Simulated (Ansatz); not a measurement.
Hf2Pd2Se2Br2O3:

```
Hf Pd Se Br O
1.0
     5.76070    0.00000    0.00000
    -0.52247    5.84720    0.00000
    -1.48845   -0.88663    6.65037
Hf Pd Se Br O
2 2 2 2 3
Direct
  0.74540 0.39602 0.34989
  0.28763 0.45322 0.59401
  0.90854 0.13294 0.84849
  0.25249 0.90323 0.35874
  0.63469 0.40355 0.93716
  0.62597 0.78174 0.53023
  0.85273 0.99089 0.15355
  0.22526 0.82084 0.86223
  0.96040 0.28925 0.59026
  0.43233 0.24524 0.40864
  0.07457 0.58308 0.36682
```

The cell was built by a generator and needn't be a form met in nature.

* Program: Ansatz 0.2.0
* Task: relaxation of cell and atoms
* Functional: PBEsol
* Potentials or basis: Ansatz PAW
* Cutoff: 420 eV (not typed: the program's choice for these potentials)
* k mesh: 4 × 4 × 3
* Occupations: fermi-dirac, width 0.05 eV
* Spin: no spin polarisation

At the start: volume 20.36 Å³/atom.

Task: Where does the relaxation end?

Result: It ends after 9 steps and the volume is 19.31 Å³/atom (-5.2 %); space group P1 (No. 1, to 0.05 Å).

Step by step:
| step | energy change (eV) | largest force (eV/Å) | volume (Å³) |
| --- | --- | --- | --- |
| 1 | 0.0000 | 0.2970 | 224.01 |
| 2 | -0.0912 | 0.3548 | 206.76 |
| 3 | -0.1597 | 0.1031 | 213.41 |
| 4 | -0.1630 | 0.0656 | 212.92 |
| 5 | -0.1645 | 0.0309 | 212.62 |
| 6 | -0.1646 | 0.0113 | 212.63 |
| 7 | -0.1527 | 0.0115 | 212.63 |
| 8 | -0.1531 | 0.0040 | 212.39 |
| 9 | -0.1528 | 0.0040 | 212.39 |

Final structure:
```xyz
11
Lattice="5.6945 0.0047 -0.0008 -0.5117 5.7239 -0.0174 -1.4730 -0.8891 6.5184" Properties=species:S:1:pos:R:3 pbc="T T T"
Hf    3.5241    1.9711    2.2608
Hf    0.5308    2.0529    3.8781
Pd    3.8648   -0.0227    5.5153
Pd    0.4327    4.8633    2.3289
Se    2.0535    1.4888    6.0852
Se    2.3790    4.0358    3.4610
Br    4.1104    5.5096    0.9802
Br   -0.3912    3.9526    5.6406
O     4.4430    1.1223    3.8462
O     1.7291    1.0390    2.6228
O    -0.4171    3.0245    2.3820
```

Caveat: the plane-wave basis is chosen anew once the cell has moved, so the energies of steps on either side of that aren't comparable; the PAW data sets come from PBE, with cores solved anew for the run's functional, which leaves a small shift of forces and pressure.
